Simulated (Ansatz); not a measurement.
# C₃H₇NZn: basis-set convergence

An exercise on one series of results from a longer session: the logs are not shown, and one member is left open.

Program: Ansatz 0.2.0, Gaussian basis. Level of theory: one geometry, several basis sets. These are calculated values, not measurements.

Levels to be run: PBE0-D4/def2-SVP; ωB97M-V/def2-SVP; PBE0-D4/def2-QZVPP; ωB97M-V/def2-QZVPP; the functionals' def2-TZVPP values are taken from earlier runs.

## The geometry

An earlier PBE0-D4 in a triple-zeta def2 set relaxation fixed the geometry.

SMILES `C=C[NH][Zn][CH3]`, 12 atoms, charge 0, spin multiplicity 1.

Atoms are counted from 1 here; the program's logs count them from 0.

Bond lengths: C1–C2 1.338 Å, C1–H6 1.080 Å, C1–H7 1.087 Å, C2–N3 1.373 Å, C2–H8 1.090 Å, N3–Zn4 1.837 Å, N3–H9 1.006 Å, Zn4–C5 1.924 Å, C5–H10 1.092 Å, C5–H11 1.092 Å, C5–H12 1.092 Å. Angles: C2–C1–H6 120.6°, C2–C1–H7 122.2°, H6–C1–H7 117.2°, C1–C2–N3 127.0°, C1–C2–H8 118.0°, N3–C2–H8 114.9°, C2–N3–Zn4 125.2°, C2–N3–H9 113.3°, Zn4–N3–H9 121.5°, N3–Zn4–C5 178.8°, Zn4–C5–H10 110.9°, Zn4–C5–H11 110.9°, Zn4–C5–H12 110.5°, H10–C5–H11 108.2°, H10–C5–H12 108.1°, H11–C5–H12 108.3°.

The first run:

in.yaml

```yaml
crystal:
  periodic: [false, false, false]
  atoms:
    - {symbol: C, position_ang: [-1.959924, -0.026608, 1.098269]}
    - {symbol: C, position_ang: [-0.906580, -0.634174, 1.657199]}
    - {symbol: N, position_ang: [0.363371, -0.725972, 1.143534]}
    - {symbol: Zn, position_ang: [0.911653, -0.017650, -0.460215]}
    - {symbol: C, position_ang: [1.522041, 0.712154, -2.131956]}
    - {symbol: H, position_ang: [-2.918006, -0.017382, 1.597166]}
    - {symbol: H, position_ang: [-1.896631, 0.474300, 0.135079]}
    - {symbol: H, position_ang: [-1.046697, -1.115345, 2.624720]}
    - {symbol: H, position_ang: [0.997052, -1.231833, 1.738387]}
    - {symbol: H, position_ang: [2.613354, 0.741276, -2.168647]}
    - {symbol: H, position_ang: [1.168652, 0.109813, -2.971429]}
    - {symbol: H, position_ang: [1.151718, 1.731432, -2.262107]}
basis:
  gaussian: {orbitals: def2-SVP}
hamiltonian: {xc: pbe0, dispersion: d4}
output: {orbitals: {seedname: orbitals}}
```

The run is started by

```bash
> ansatz run in.yaml --threads 4 --pin off --events-out ev --progress --plain --max-ram 10444MiB
```

Steps of the session up to this table: PBE0-D4 in def2-SVP; ωB97M-V in def2-SVP; PBE0-D4 in def2-QZVPP; ωB97M-V in def2-QZVPP.

One of the session's tables, all rows but one given; the rest of the session is left out.

It belongs to the step «Functionals by basis». 

| functional | basis | HOMO (eV) | LUMO (eV) |
| --- | --- | --- | --- |
| PBE0-D4 | def2-SVP | ? | ? |
| PBE0-D4 | def2-TZVPP | -5.45 | -0.15 |
| PBE0-D4 | def2-QZVPP | -5.49 | -0.33 |
| ωB97M-V | def2-SVP | -7.40 | 1.52 |
| ωB97M-V | def2-TZVPP | -7.65 | 1.09 |
| ωB97M-V | def2-QZVPP | -7.69 | 0.61 |

Q: Estimate the row for PBE0-D4, def2-SVP from the others.

As computed: HOMO (eV): -5.20; LUMO (eV): 0.21. In the column «HOMO (eV)» it is the highest.
